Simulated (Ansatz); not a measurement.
# CH₆GeOSi, SMILES [OH][GeH]1[CH2][SiH2]1: a ladder of methods at one geometry

Computed with the Python package of Ansatz (0.2.0).

The script, `ch6geosi_methods.py`:
```python
'''CH6GeOSi at several levels of theory.'''

from pathlib import Path
import warnings

import ansatz as az
import numpy as np

GEOMETRY = '''
O    -1.37160    1.52190   -0.89100
Ge   -0.43820    0.94150    0.45340
C     1.02320   -0.05440   -0.27660
Si    0.05950   -1.37760    0.36840
H    -1.98390    0.79310   -1.18990
H     0.15010    1.99270    1.45000
H     1.14790   -0.01580   -1.36550
H     2.03230    0.09320    0.30810
H     0.33800   -1.89830    1.74190
H    -0.87430   -2.04740   -0.59590
'''

warnings.simplefilter('ignore', az.DeckWarning)

mol = az.Crystal.molecule()
for line in GEOMETRY.strip().splitlines():
    symbol, *xyz = line.split()
    mol = mol.atom(symbol, [float(v) for v in xyz])

calculation = mol.calculation().basis(gaussian='def2-SVP')

print('functional    E (Ha)        dipole (D)   HOMO (eV)  LUMO (eV)')
for name in ['revpbe', 'lda', 'r2scan', 'hse06', 'pbe']:
    data = calculation.functional(name).forces().orbitals().run(runs_dir='runs').report
    lines = Path(data['orbitals_path']).read_text().splitlines()
    field_of = lambda key: [line.split('=')[1].strip() for line in lines if line.startswith(key)]
    orbitals = [(27.211386 * float(e), s, float(n)) for e, s, n in zip(field_of('Ene='), field_of('Spin='), field_of('Occup='))]
    homo = max(e for e, _, n in orbitals if n > 0.5)
    lumo = min(e for e, _, n in orbitals if n < 0.5)
    dipole = 4.803205 * np.linalg.norm(data['charge_distribution']['dipole_moment_e_ang'])
    print(f'{name:10s} {data["free_energy_ev"] / 27.211386246:14.6f} {dipole:9.3f} {homo:11.3f} {lumo:10.3f}')
```

```console
$ python ch6geosi_methods.py
functional    E (Ha)        dipole (D)   HOMO (eV)  LUMO (eV)
revpbe       -2482.679228     1.645      -4.679     -1.497
lda          -2477.684798     1.705      -4.827     -1.720
r2scan       -2482.844630     1.811      -4.957     -1.445
hse06        -2482.413034     1.892      -5.353     -1.154
pbe          -2482.332768     1.655      -4.718     -1.560
```

Reading the output:
- Total energies depend on the basis set; only differences at equal settings carry meaning.
- The geometry is a force-field or estimated start, not a minimum of this method, and the basis set is short of its limit. A lower total doesn't mark the better method: functionals have no common bound, and MP2 and coupled cluster aren't variational.
- Levels such as HOMO and LUMO are orbital energies: with these approximate functionals they aren't the ionisation energy and electron affinity, and their gap isn't the fundamental gap.
- hse06 follows the composition of plane-wave codes, whose totals differ by tens of mHa, up to about 0.1 Ha, from the form usual in Gaussian-basis programs (wpbeh).
- It ran for 25 s on 1 thread of Arm Neoverse V1, with other jobs on the host, peak memory 0.34 GiB.
